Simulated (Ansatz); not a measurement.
**W (sc type): how the settings move a single-point run**

Question: which choices in the input matter for W (sc type)?

Program: Ansatz 0.2.0. Level of theory: reference: DFT, LDA, all-electron LAPW, scalar-relativistic. These are calculated values, not measurements.

## Step 1: The structure to begin with

Symmetry: Pm-3m, No. 221, cubic system. Conventional cell: a = 2.087 Å, b = 2.087 Å, c = 2.087 Å, α = 90.00°, β = 90.00°, γ = 90.00°. W (site symmetry m-3m) is surrounded by 6 W at 2.09 Å.

Structure file:

```
CELL_PARAMETERS angstrom
2.08715 0.00000 0.00000
0.00000 2.08715 0.00000
0.00000 0.00000 2.08715
ATOMIC_POSITIONS crystal
W 0.00000 0.00000 0.00000
```

## Step 2: Baseline

Contents of input.yaml:

```yaml
crystal:
  lattice:
    - [2.0871465868, 0.0, 0.0]
    - [0.0, 2.0871465868, 0.0]
    - [0.0, 0.0, 2.0871465868]
  atoms:
    - { symbol: W, position: [0.0, 0.0, 0.0] }
kpoints:
  mp_grid: { grid: [15, 15, 15] }
  band_path:
    path:
      - [0.0, 0.0, 0.0]
      - [0.0, 0.5, 0.0]
      - [0.5, 0.5, 0.0]
      - [0.0, 0.0, 0.0]
      - [0.5, 0.5, 0.5]
      - [0.0, 0.5, 0.0]
      - [0.5, 0.5, 0.5]
      - [0.5, 0.5, 0.0]
    npoints: 8
scf:
  occupations: { method: fermi_dirac, width: 0.08 }
hamiltonian:
  xc: lda
  pseudopotentials: { kind: all_electron, lapw: { basis_error: 0.001 } }
output:
  forces: true
  stress: true
  eigenvalues: true
  populations: true
  dos: { projected: true, de: 0.2, e_range: [-14, 8] }
```

Run with:

```console
$ ansatz run input.yaml --threads 1 --pin off --max-ram 2048MiB --backend cpu --events-out ev --progress --plain --runs-dir out
```

## Step 3: Changing settings: mp_grid.shift [0.5, 0.5, 0.5]

input.yaml, as its differences from that of step 2:

```diff
@@ -8,3 +8,3 @@
 kpoints:
-  mp_grid: { grid: [15, 15, 15] }
+  mp_grid: { grid: [15, 15, 15], shift: [0.5, 0.5, 0.5] }
   band_path:
@@ -30,2 +30 @@
   populations: true
-  dos: { projected: true, de: 0.2, e_range: [-14, 8] }
```

What does the calculation give? Wanted: for each run, ending; energy change; pressure; gap; force.

**Answer**, as computed:

| run | ending | energy change | pressure (GPa) | gap (eV) | force (eV/Å) | cycles | time |
| --- | --- | --- | --- | --- | --- | --- | --- |
| reference | converged | 0 | 591.2 | 0.00 | 0.00 | 7 | 26 s |
| 1: mp_grid.shift [0.5, 0.5, 0.5] | converged | +64.7 meV/atom | 588.8 | 0.00 | 0.00 | 7 | 27 s |

Times don't compare one to one where runs were asked for different outputs or read a saved state (see the inputs); cycles may leave out searches for a lower state.

Residual by cycle in the longest SCF loop of each run; runs are numbered as in the table. The quantity is the density residual dr2, in eV.

| cycle | reference | run 1 |
| --- | --- | --- |
| 1 | 0.118 | 0.125 |
| 2 | 0.0726 | 0.0765 |
| 3 | 0.0116 | 0.0111 |
| 4 | 0.00189 | 0.00201 |
| 5 | 7.4e-5 | 8.6e-5 |
| 6 | 7.6e-7 | 1.0e-6 |
| 7 | 1.5e-9 | 2.1e-9 |

Changing the k-point mesh moves the energy by +64.7 meV/atom, and the pressure goes from 591.2 to 588.8 GPa. The energy is not variational in the mesh, so the sign tells nothing. The structure is not at rest: the sound run finds 591 GPa, so these are no properties of the relaxed crystal. 
